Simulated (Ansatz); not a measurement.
**C2H9BN2: small, medium and large basis sets**

One table from this session's results is given with a row withheld; the runs are named, their logs left out.

Method: one geometry, several basis sets; program: Ansatz 0.2.0, Gaussian basis.

The runs, in order: PBE0-D4/def2-SVP; ωB97M-V/def2-SVP; PBE0-D4/def2-QZVPP; ωB97M-V/def2-QZVPP; the functionals' def2-TZVPP values are taken from earlier runs.

## The relaxed structure

All runs share one geometry, relaxed beforehand with PBE0-D4 in a triple-zeta def2 set.

SMILES `CN(C)BN`, 14 atoms, charge 0, spin multiplicity 1.

Atoms are counted from 1 here; the program's logs count them from 0.

Bond lengths: C1–N2 1.437 Å, C1–H6 1.090 Å, C1–H7 1.098 Å, C1–H8 1.098 Å, N2–C3 1.439 Å, N2–B4 1.411 Å, C3–H9 1.089 Å, C3–H10 1.099 Å, C3–H11 1.099 Å, B4–N5 1.411 Å, B4–H12 1.200 Å, N5–H13 1.004 Å, N5–H14 1.003 Å. Angles: N2–C1–H6 111.4°, N2–C1–H7 111.4°, N2–C1–H8 111.3°, H6–C1–H7 107.6°, H6–C1–H8 107.6°, H7–C1–H8 107.3°, C1–N2–C3 113.2°, C1–N2–B4 124.8°, C3–N2–B4 122.0°, N2–C3–H9 109.9°, N2–C3–H10 111.4°, N2–C3–H11 111.5°, H9–C3–H10 108.3°, H9–C3–H11 108.3°, H10–C3–H11 107.3°, N2–B4–N5 124.4°, N2–B4–H12 117.8°, N5–B4–H12 117.8° and more.

Set-up of the first run:

The input, in.yaml:

```yaml
crystal:
  periodic: [false, false, false]
  atoms:
    - {symbol: C, position_ang: [-0.733371, -0.282122, 1.173700]}
    - {symbol: N, position_ang: [0.201113, -0.223927, 0.083252]}
    - {symbol: C, position_ang: [1.265948, -1.185026, 0.197106]}
    - {symbol: B, position_ang: [0.111662, 0.666796, -1.007328]}
    - {symbol: N, position_ang: [-0.912194, 1.623881, -1.173417]}
    - {symbol: H, position_ang: [-1.518774, 0.465528, 1.064014]}
    - {symbol: H, position_ang: [-1.216879, -1.266322, 1.235014]}
    - {symbol: H, position_ang: [-0.235506, -0.101394, 2.135667]}
    - {symbol: H, position_ang: [1.940841, -1.093508, -0.653147]}
    - {symbol: H, position_ang: [1.846717, -1.033201, 1.117127]}
    - {symbol: H, position_ang: [0.878679, -2.212814, 0.221417]}
    - {symbol: H, position_ang: [0.963824, 0.607101, -1.850366]}
    - {symbol: H, position_ang: [-1.680761, 1.772180, -0.544875]}
    - {symbol: H, position_ang: [-0.924299, 2.233429, -1.969264]}
basis:
  gaussian: {orbitals: def2-SVP}
hamiltonian: {xc: pbe0, dispersion: d4}
output: {orbitals: {seedname: orbitals}}
```

Steps of the session up to this table: PBE0-D4 in def2-SVP; ωB97M-V in def2-SVP; PBE0-D4 in def2-QZVPP; ωB97M-V in def2-QZVPP.

One table of the session follows, with a row left open; its other results are not shown here.

It belongs to the step «Functionals by basis». 

```
functional       basis  HOMO (eV)  LUMO (eV)
   PBE0-D4    def2-SVP      -6.05       1.83
   PBE0-D4  def2-TZVPP          ?          ?
   PBE0-D4  def2-QZVPP      -6.26       0.66
   ωB97M-V    def2-SVP      -8.33       3.49
   ωB97M-V  def2-TZVPP      -8.51       2.39
   ωB97M-V  def2-QZVPP      -8.54       1.79
```

Q: Estimate the row for PBE0-D4, def2-TZVPP from the others.

**Answer.** HOMO (eV): -6.22; LUMO (eV): 1.05. In the column «HOMO (eV)» it lies between PBE0-D4, def2-QZVPP (-6.26) and PBE0-D4, def2-SVP (-6.05).
